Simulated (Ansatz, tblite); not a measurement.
# The cluster LaH₃O₃: a ladder of methods and basis sets

Aim: run the singlet of the cluster LaH₃O₃ at one geometry on many levels, and compare frontier levels, spin and run time.

Computed with Ansatz 0.2.0, Gaussian basis. Level: as each input shows.

The runs, in order: GFN1-xTB, GFN2-xTB, PBE-D4/def2-TZVP, r2SCAN-D4/def2-TZVP, B2PLYP/def2-TZVP, B97M-V/def2-TZVP, CAM-B3LYP-D4/def2-TZVP, HF/def2-TZVP, BLYP-D4/def2-TZVP, LC-ωPBE/def2-TZVP, r2SCANh-D4/def2-TZVP, PBE-D4/def2-SVP, PBE0-D4/def2-SVP, PBE0-D4/def2-TZVPD, PBE-D4/def2-TZVPD, r2SCAN-D4/def2-TZVPD, CCSD(T)/def2-TZVPP, MP2/def2-TZVP, RPA/def2-TZVP.

## (1) The relaxed structure

The singlet was relaxed beforehand with r2SCAN-D4/def2-SVP. At that level it is the lowest of the isomers that a small search found.

7 atoms, charge 0, spin multiplicity 1.

Bond lengths: La1–O2 2.295 Å, La1–O3 2.508 Å, La1–O4 2.164 Å, La1–H5 2.174 Å, O2–O3 1.483 Å, O3–H7 0.970 Å, O4–H6 0.961 Å. Angles: O2–La1–O3 35.6°, O2–La1–O4 113.6°, O2–La1–H5 111.8°, O3–La1–O4 128.4°, O3–La1–H5 119.1°, O4–La1–H5 110.9°, La1–O2–O3 80.0°, La1–O3–O2 64.3°, La1–O3–H7 129.9°, O2–O3–H7 101.4°, La1–O4–H6 169.9°.

La takes a core potential in the def2 sets. No spin-orbit coupling is included.

PBE0-D4/def2-TZVP was run before; its log isn't repeated, and its numbers join the tables.

## (2) GFN1-xTB

Tight binding, by tblite at 300 K electronic temperature and without a spin-polarisation term:

```python
tblite.interface.Calculator('GFN1-xTB', numbers, positions, charge=0, uhf=0).singlepoint()
```

Energy -447.1744 eV, HOMO -11.06 eV, LUMO -9.73 eV; 0.005 s.

## (3) GFN2-xTB

Tight binding, by tblite at 300 K electronic temperature and without a spin-polarisation term:

```python
tblite.interface.Calculator('GFN2-xTB', numbers, positions, charge=0, uhf=0).singlepoint()
```

Energy -404.8251 eV, HOMO -10.74 eV, LUMO -9.11 eV; 0.002 s.

## (4) PBE-D4/def2-TZVP

start.molden holds the orbitals of an earlier run on this state, given as this run's starting guess.

File in.yaml:

```yaml
crystal:
  periodic: [false, false, false]
  atoms:
    - {symbol: La, position_ang: [-0.185511, 0.321187, 0.622450]}
    - {symbol: O, position_ang: [1.405413, 0.193390, -1.026750]}
    - {symbol: O, position_ang: [1.974687, -0.762816, -0.046612]}
    - {symbol: O, position_ang: [-2.186448, -0.130394, -0.065962]}
    - {symbol: H, position_ang: [-0.133825, 2.236519, 1.649579]}
    - {symbol: H, position_ang: [-3.008436, -0.318632, -0.526283]}
    - {symbol: H, position_ang: [2.134121, -1.539263, -0.606432]}
basis:
  gaussian: {orbitals: def2-TZVP, initial_orbitals: start.molden}
hamiltonian: {xc: pbe, dispersion: d4}
scf: {omitted_lower_state_checks: [starts]}
output: {orbitals: {seedname: orbitals}}
```

Run with:

```bash
> ansatz run in.yaml --threads 4 --pin off --events-out ev --progress --plain --max-ram 3916MiB
```

Further steps of the session: r2SCAN-D4/def2-TZVP; B2PLYP/def2-TZVP; B97M-V/def2-TZVP; CAM-B3LYP-D4/def2-TZVP; HF/def2-TZVP; BLYP-D4/def2-TZVP; LC-ωPBE/def2-TZVP; r2SCANh-D4/def2-TZVP; PBE-D4/def2-SVP; PBE0-D4/def2-SVP; PBE0-D4/def2-TZVPD; PBE-D4/def2-TZVPD; r2SCAN-D4/def2-TZVPD; CCSD(T)/def2-TZVPP; MP2/def2-TZVP; RPA/def2-TZVP.

Q: Predict the results of all the runs planned. Wanted: gap in def2-TZVP, named functionals and Hartree-Fock, smallest and largest; correlation energy, CCSD(T)/def2-TZVPP; correlation energy, MP2/def2-TZVP; PBE0 total energy, smallest basis above largest.

**Answer**, as computed:

| quantity | value |
| --- | --- |
| gap in def2-TZVP, named functionals and Hartree-Fock, smallest and largest | 2.73 eV (BLYP-D4), 9.42 eV (HF) |
| correlation energy, CCSD(T)/def2-TZVPP | -28.17 eV |
| correlation energy, MP2/def2-TZVP | -25.70 eV |
| PBE0 total energy, smallest basis above largest | 7.67 eV (def2-SVP, def2-TZVPD) |

In words: Over the named functionals and Hartree-Fock in def2-TZVP the gap runs from 2.73 eV (BLYP-D4) to 9.42 eV (HF); exact exchange widens it.
